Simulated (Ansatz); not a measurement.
# C₃H₆InN: from a rough start to a stationary point

What shape does C₃H₆InN take? The plan is to relax it, then compute its harmonic vibrations to see whether it is a minimum and to get the zero-point energy and entropy, and look at its orbitals and charge.

Program: Ansatz 0.2.0, Gaussian basis. Level of theory: RKS PBE0-D4/def2-TZVP. These are calculated values, not measurements.

Plan: relaxation at PBE0-D4/def2-TZVP; harmonic vibrations at the same level; a single point in def2-TZVPP for the fields.

## 1. The system as given

SMILES `C=CC=[N][InH2]`, 11 atoms, charge 0, spin multiplicity 1.

Atoms are counted from 1 here; the program's logs count them from 0.

Bond lengths: C1–C2 1.327 Å, C1–H6 1.077 Å, C1–H7 1.079 Å, C2–C3 1.461 Å, C2–H8 1.091 Å, C3–N4 1.258 Å, C3–H9 1.097 Å, N4–In5 2.104 Å, In5–H10 1.722 Å, In5–H11 1.759 Å. Angles: C2–C1–H6 122.3°, C2–C1–H7 121.3°, H6–C1–H7 116.4°, C1–C2–C3 123.2°, C1–C2–H8 121.7°, C3–C2–H8 115.1°, C2–C3–N4 127.0°, C2–C3–H9 114.9°, N4–C3–H9 118.1°, C3–N4–In5 125.3°, N4–In5–H10 111.1°, N4–In5–H11 132.1°, H10–In5–H11 116.8°.

Geometry (Å):

```csv
atom,x (Å),y (Å),z (Å)
C1,-0.0829,-1.2168,1.8848
C2,0.0499,-0.4939,0.7798
C3,-1.0789,-0.1043,-0.0623
N4,-1.0348,0.5788,-1.1180
In5,0.7131,1.3662,-1.9856
H6,0.7591,-1.4937,2.4961
H7,-1.0504,-1.5582,2.2187
H8,1.0253,-0.1458,0.4370
H9,-2.0583,-0.4564,0.2848
H10,0.3513,2.2529,-3.4164
H11,2.4066,1.2712,-1.5191
```

The start is a GFN2-xTB geometry. In takes the def2 core potential; no spin-orbit term is included.

## 2. Optimising with PBE0-D4/def2-TZVP

in.yaml reads:

```yaml
crystal:
  periodic: [false, false, false]
  atoms:
    - {symbol: C, position_ang: [-0.082910, -1.216790, 1.884840]}
    - {symbol: C, position_ang: [0.049910, -0.493870, 0.779770]}
    - {symbol: C, position_ang: [-1.078920, -0.104350, -0.062260]}
    - {symbol: N, position_ang: [-1.034810, 0.578760, -1.118000]}
    - {symbol: In, position_ang: [0.713150, 1.366190, -1.985580]}
    - {symbol: H, position_ang: [0.759090, -1.493720, 2.496100]}
    - {symbol: H, position_ang: [-1.050420, -1.558190, 2.218730]}
    - {symbol: H, position_ang: [1.025260, -0.145760, 0.437050]}
    - {symbol: H, position_ang: [-2.058300, -0.456420, 0.284830]}
    - {symbol: H, position_ang: [0.351340, 2.252900, -3.416390]}
    - {symbol: H, position_ang: [2.406620, 1.271250, -1.519080]}
basis:
  gaussian: {orbitals: def2-TZVP}
hamiltonian: {xc: pbe0, dispersion: d4}
relax: {f_tol: 0.005, max_steps: 150}
```

Launch:

```sh
ansatz run in.yaml --threads 4 --pin off --events-out ev --progress --plain --max-ram 10444MiB
```

After this run come: Harmonic vibrations; Fields at the relaxed geometry.

Before running them: what should the planned runs give, taken together? Wanted: point group; shift from the start; total energy; dispersion term; dipole moment; lowest, highest wavenumber; zero-point energy; HOMO, LUMO.

The runs gave:

| quantity | value |
| --- | --- |
| point group | Cs |
| steps | 26 |
| shift from the start (rms) | 0.855 Å |
| total energy | -9867.0046 eV |
| dispersion term | -196 meV |
| dipole moment | 1.68 D |
| lowest, highest wavenumber | 63, 3248 cm⁻¹ |
| zero-point energy | 196.8 kJ/mol |
| entropy at 298.15 K | 363.1 J/(mol K) |
| HOMO, LUMO | -6.33, -1.44 eV |

In words: The relaxed geometry lies 0.86 Å (rms) from the start; the bond that changed most is N4–In5, from 2.104 to 2.029 Å. No mode is imaginary: a true minimum at this level. The stiffest mode, 3248 cm⁻¹, is a C–H stretch, and 3 modes under 200 cm⁻¹ make the vibrational entropy uncertain. Harmonic hybrid wavenumbers usually lie a few per cent above measured fundamentals. The largest Mulliken charge, +0.45 e, sits on In5. The HOMO lies mostly on N4 63 %; H9 10 % and the LUMO on In5 42 %; H10, H11 about 17 % each.
